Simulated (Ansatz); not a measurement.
Sr2SO:

```
Sr S O
1.0
     4.04324    0.00000    0.00000
     0.00000    4.04324    0.00000
     0.00000    0.00000    5.71800
Sr S O
2 1 1
Cartesian
  2.0216 2.0216 2.8590
  0.0000 0.0000 0.0000
  0.0000 0.0000 2.8590
  2.0216 2.0216 0.0000
```

The cell comes from a database or a generator and needn't be the stable form of this composition.

Program: Ansatz 0.2.0. Alike in all runs: task band structure; potentials or basis Ansatz PAW; cell as given; k mesh 5 × 5 × 4; cutoff (eV) 420; smearing fermi-dirac 0.05 eV.

Question: Order these runs on this cell by their pressure, lowest first.
A. level LDA; spin off
B. level PBE; spin off
C. level RPBE; spin off
D. level PBEsol; spin SOC, no magnetisation

Answer: A (-4.8 GPa), D (-2.7 GPa), B (-0.2 GPa), C (1.9 GPa).

Caveats: the PAW data sets come from PBE, with cores solved anew for the run's functional, which leaves a small shift of forces and pressure (some runs).
